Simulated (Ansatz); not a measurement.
**C2H2Te: up Jacob's ladder to CCSD(T)**

An exercise on one series of results from a longer session: the logs are not shown, and one member is left open.

Program: Ansatz 0.2.0, Gaussian basis. Level of theory: functionals in def2-TZVPP, the program's frozen cores in correlated methods. These are calculated values, not measurements.

The runs, in order: LDA (SPW92), PBE-D4, revPBE-D4, BLYP-D4, r2SCAN-D4, B97M-V, PBE0-D4, B3LYP-D4, r2SCANh-D4, r2SCAN0-D4, HSE06-D4, BHLYP-D4, CAM-B3LYP-D4, LC-ωPBE, ωB97X-V, ωB97M-V, B2PLYP, PBE-QIDH; CCSD(T)/def2-SVP; CCSD(T)/def2-TZVPP; MP2/def2-QZVPP; extrapolation to the limit; RPA on PBE.

1 further run of the same task is left out (for a known fault of the program).

## Structure used throughout

The geometry comes from an earlier relaxation with PBE0-D4 in a triple-zeta def2 set; it is a stationary point. Te takes the def2 core potential; no spin-orbit term is included.

SMILES `C#C[TeH]`, 5 atoms, charge 0, spin multiplicity 1.

Atoms are counted from 1 here; the program's logs count them from 0.

Bond lengths: C1–C2 1.205 Å, C1–H4 1.065 Å, C2–Te3 2.019 Å, Te3–H5 1.660 Å. Angles: C2–C1–H4 179.3°, C1–C2–Te3 175.6°, C2–Te3–H5 93.4°.

Geometry (Å):

```
C    -0.73569   -1.11261    0.39248
C     0.09728   -0.29847    0.08447
Te    1.60059    0.95891   -0.39965
H    -1.48167   -1.82355    0.66220
H     0.56930    2.20202   -0.78079
```

Set-up of the first run:

Contents of in.yaml:

```yaml
crystal:
  periodic: [false, false, false]
  atoms:
    - {symbol: C, position_ang: [-0.735693, -1.112608, 0.392483]}
    - {symbol: C, position_ang: [0.097281, -0.298471, 0.084466]}
    - {symbol: Te, position_ang: [1.600588, 0.958915, -0.399654]}
    - {symbol: H, position_ang: [-1.481674, -1.823554, 0.662196]}
    - {symbol: H, position_ang: [0.569299, 2.202019, -0.780791]}
basis:
  gaussian: {orbitals: def2-TZVPP}
hamiltonian: {xc: lda}
output: {orbitals: {seedname: orbitals}}
```

Command:

```sh
$ ansatz run in.yaml --threads 2 --pin off --events-out ev --progress --plain --max-ram 4352MiB
```

Steps of the session up to this table: LDA; PBE-D4 (GGA); revPBE-D4 (GGA); BLYP-D4 (GGA); r2SCAN-D4 (meta-GGA); B97M-V (meta-GGA); PBE0-D4 (hybrid); B3LYP-D4 (hybrid); r2SCANh-D4 (hybrid); r2SCAN0-D4 (hybrid); HSE06-D4 (hybrid); BHLYP-D4 (hybrid); CAM-B3LYP-D4 (range-separated); LC-ωPBE (range-separated); ωB97X-V (range-separated); ωB97M-V (range-separated); B2PLYP (double hybrid); PBE-QIDH (double hybrid).

One of the session's tables, all rows but one given; the rest of the session is left out.

It belongs to the step «Frontier levels by functional». 

| functional | HOMO (eV) | gap (eV) |
| --- | --- | --- |
| LDA (SPW92) | -5.59 | 3.57 |
| PBE-D4 | -5.43 | 3.56 |
| revPBE-D4 | -5.38 | 3.57 |
| BLYP-D4 | -5.26 | 3.49 |
| r2SCAN-D4 | ? | ? |
| B97M-V | -5.61 | 3.94 |
| PBE0-D4 | -6.44 | 5.43 |
| B3LYP-D4 | -6.23 | 4.97 |
| r2SCANh-D4 | -6.02 | 4.66 |
| r2SCAN0-D4 | -6.59 | 5.68 |
| HSE06-D4 | -6.06 | 4.66 |
| BHLYP-D4 | -7.30 | 7.17 |
| CAM-B3LYP-D4 | -7.64 | 7.67 |
| LC-ωPBE | -8.93 | 10.12 |
| ωB97X-V | -8.59 | 9.66 |
| ωB97M-V | -8.49 | 9.38 |

Q: Estimate the row for r2SCAN-D4 from the others.

Worked estimate for «HOMO (eV)». Against the share of exact exchange, r2SCANh-D4 (0.1, -6.02), r2SCAN0-D4 (0.25, -6.59) give a slope of -3.80 per unit share; at 0 the line stands at -5.64.

**Answer.** HOMO (eV): -5.64; gap (eV): 3.97. In «HOMO (eV)» the line misses by 0.00.
